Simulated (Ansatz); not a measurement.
**GeNH2+ (triplet): wave-function methods side by side, cc-pVDZ**

How much of the correlation energy of GeNH2+ (triplet) does each wave-function method recover here?

Method: cc-pVDZ, core rule «outside noble gas», up to 15 orbitals frozen; program: Ansatz 0.2.0, Gaussian basis.

Plan: UHF; CCSD(T) on ROHF; CCSD(T) on UHF; BCCD(T) on ROHF; CISD; CCSDT(Q) on ROHF; CCSDT(Q) on UHF; CASSCF and MRCISD+Q, 10 electrons in 10 orbitals; CASSCF and NEVPT2, 10 electrons in 10 orbitals.

23 further runs of the same task are left out: 2 for a known fault of the program, 9 that didn't finish, 12 set aside as unsound or not needed.

**1. The system**

The geometry is a PBE0/def2-TZVP stationary point (not a proven minimum) of the parent state, kept for this charge and spin. No spin-orbit coupling is included. The filled d shell of Ge may be among the frozen orbitals whatever the setting's name suggests; the logs give the count.

4 atoms, charge 1, spin multiplicity 3.

Atoms are counted from 1 here; the program's logs count them from 0.

Bond lengths: Ge1–N2 1.931 Å, Ge1–H3 1.558 Å, N2–H4 1.027 Å. Angles: N2–Ge1–H3 110.8°, Ge1–N2–H4 110.3°.

**2. UHF**

in.yaml

```yaml
crystal:
  periodic: [false, false, false]
  atoms:
    - {symbol: Ge, position_ang: [0.002496, 0.044611, 0.321966]}
    - {symbol: N, position_ang: [-0.074202, -0.171566, -1.595492]}
    - {symbol: H, position_ang: [0.284433, -1.318092, 1.022012]}
    - {symbol: H, position_ang: [0.566824, 0.487213, -2.053874]}
basis:
  gaussian: {orbitals: cc-pVDZ}
total_charge: 1
magnetization: {spin_polarized: true, initial_magnetization: 2}
hamiltonian: {xc: hf}
output: {orbitals: {seedname: orbitals}}
```

On the command line:

```
> ansatz run in.yaml --threads 1 --pin off --events-out ev --progress --plain --max-ram 2393MiB
```

The runs that follow: CCSD(T) on ROHF; CCSD(T) on UHF; BCCD(T) on ROHF; CISD; CCSDT(Q) on ROHF; CCSDT(Q) on UHF; CASSCF and MRCISD+Q, 10 electrons in 10 orbitals; CASSCF and NEVPT2, 10 electrons in 10 orbitals.

Before running them: what should the planned runs give, taken together? Wanted: UCCSDT(Q) below the RHF energy; RMP2 from UCCSDT(Q); UMP2 from UCCSDT(Q); RCCSD from UCCSDT(Q); RCCSD(T) from UCCSDT(Q); UCCSD(T) from UCCSDT(Q); RCCSDT(Q) from UCCSDT(Q); NEVPT2 valence from UCCSDT(Q); MRCISD+Q valence from UCCSDT(Q).

As calculated:

```
                         quantity                      value
   UCCSDT(Q) below the RHF energy                 -6.6082 eV
              RMP2 from UCCSDT(Q)              +107.6 kJ/mol
              UMP2 from UCCSDT(Q)              +121.2 kJ/mol
             RCCSD from UCCSDT(Q)               +25.0 kJ/mol
          RCCSD(T) from UCCSDT(Q)                +5.2 kJ/mol
          UCCSD(T) from UCCSDT(Q)                +5.6 kJ/mol
         RCCSDT(Q) from UCCSDT(Q)                +0.4 kJ/mol
    NEVPT2 valence from UCCSDT(Q)               +86.4 kJ/mol
  MRCISD+Q valence from UCCSDT(Q)                +5.8 kJ/mol
levels within 1 kcal/mol (43 meV)  RCCSDT, UCCSDT, RCCSDT(Q)
                    T1 diagnostic                      0.046
   effectively unpaired electrons                       2.03
```

**Reading.** RCCSD(T) misses by +5.2 kJ/mol, 0.8 % of the correlation energy. The occupations are near whole numbers, but T1 = 0.046 shows that the orbitals relax strongly. Of the multireference levels listed MRCISD+Q valence comes nearest in total energy (+5.8 kJ/mol), which doesn't show that its space is the better one. These misses are within one basis, not against nature; the frozen cores of restricted and unrestricted runs differ, which can shift their rows.
